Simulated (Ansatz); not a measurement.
# GaNi: how the settings move a single-point run

Question: which choices in the input matter for GaNi?

Method: reference: DFT, r2SCAN, PAW with Ansatz's default frozen-core files, scalar-relativistic, in Ansatz 0.2.0.

## (1) The starting structure

It takes space group Pm-3m (No. 221, cubic). Conventional cell: a = 2.979 Å, b = 2.979 Å, c = 2.979 Å, α = 90.00°, β = 90.00°, γ = 90.00°. Ga (site symmetry m-3m) has 8 Ni at 2.58 Å as nearest neighbours. Ni (site symmetry m-3m) has 8 Ga at 2.58 Å as nearest neighbours.

As a file:

```cif
data_structure
_symmetry_space_group_name_H-M 'Pm-3m'
_symmetry_Int_Tables_number 221
_cell_length_a 2.9792
_cell_length_b 2.9792
_cell_length_c 2.9792
_cell_angle_alpha 90.000
_cell_angle_beta 90.000
_cell_angle_gamma 90.000
_cell_volume 26.44
loop_
_atom_site_label
_atom_site_type_symbol
_atom_site_symmetry_multiplicity
_atom_site_Wyckoff_symbol
_atom_site_fract_x
_atom_site_fract_y
_atom_site_fract_z
_atom_site_occupancy
Ga1 Ga 1 a 0.00000 0.00000 0.00000 1
Ni1 Ni 1 b 0.50000 0.50000 0.50000 1
```

## (2) Reference

Contents of input.yaml:

```yaml
crystal:
  lattice:
    - [2.9791604132, 0.0, 0.0]
    - [0.0, 2.9791604132, 0.0]
    - [0.0, 0.0, 2.9791604132]
  atoms:
    - { symbol: Ga, position: [0.0, 0.0, 0.0] }
    - { symbol: Ni, position: [0.5, 0.5, 0.5], spin: 1.5 }
magnetization:
  spin_polarized: true
kpoints:
  mp_grid: { grid: [11, 11, 11] }
scf:
  occupations: { method: fermi_dirac, width: 0.05 }
  lower_state_search: "off"
hamiltonian:
  xc: r2scan
  pseudopotentials: { kind: paw }
output:
  forces: true
  stress: true
  eigenvalues: true
  populations: true
```

Command:

```sh
$ ansatz run input.yaml --threads 1 --pin off --max-ram 3072MiB --backend cpu --events-out ev --progress --plain --runs-dir out
```

## (3) Changing settings: dr2_threshold 1.0e-11, hubbard.sites [{species: Ni, l: d, u_eff: 8.0}], hubbard.double_counting fll

input.yaml, as its differences from that of step 2:

```diff
@@ -15,2 +15,3 @@
   lower_state_search: "off"
+  convergence: { dr2_threshold: 1.0e-11 }
 hamiltonian:
@@ -18,2 +19,3 @@
   pseudopotentials: { kind: paw }
+  hubbard: { sites: [{ species: Ni, l: d, u_eff: 8.0 }], double_counting: fll }
 output:
```

Before running it: what results should come out? Wanted: for each run, ending; energy change; pressure; gap; force.

The runs gave:

| run | ending | energy change | pressure (GPa) | gap (eV) | force (eV/Å) | cycles | time |
| --- | --- | --- | --- | --- | --- | --- | --- |
| reference | converged | 0 | -14.3 | 0.00 | 0.00 | 20 | 19 s |
| 1: dr2_threshold 1.0e-11, hubbard.sites [{species: Ni, l: d, u_eff: 8.0}], hubbard.double_counting fll | converged | +1.68 eV/atom (U changed: no physical gain or loss) | -14.6 | 0.00 | 0.00 | 23 | 21 s |

Residual by cycle in the longest SCF loop of each run; runs are numbered as in the table. The quantity is the density residual dr2, in eV.

| cycle | reference | run 1 |
| --- | --- | --- |
| 1 | 7.12 | 12.1 |
| 3 | 0.256 | 0.341 |
| 5 | 0.00149 | 0.0132 |
| 7 | 0.014 | 0.00213 |
| 9 | 1.3e-4 | 0.00166 |
| 11 | 3.5e-6 | 7.5e-5 |
| 13 | 4.7e-5 | 9.5e-6 |
| 15 | 1.1e-7 | 1.3e-6 |
| 17 | 7.0e-10 | 1.5e-7 |
| 19 | 2.7e-10 | 1.9e-9 |
| 21 | - | 7.4e-11 |
| 23 | - | 1.9e-12 |

**Reading.** Changing the convergence setting and Hubbard U moves the energy by +1.68 eV/atom, and the pressure goes from -14.3 to -14.6 GPa. The U term adds an energy of its own, so the shift says nothing about which run is better. Cost: 23 SCF cycles against 20. A changed U is a change of model: its shifts are not errors of convergence. The structure is not at rest: the sound run finds -14 GPa, so these are no properties of the relaxed crystal. 
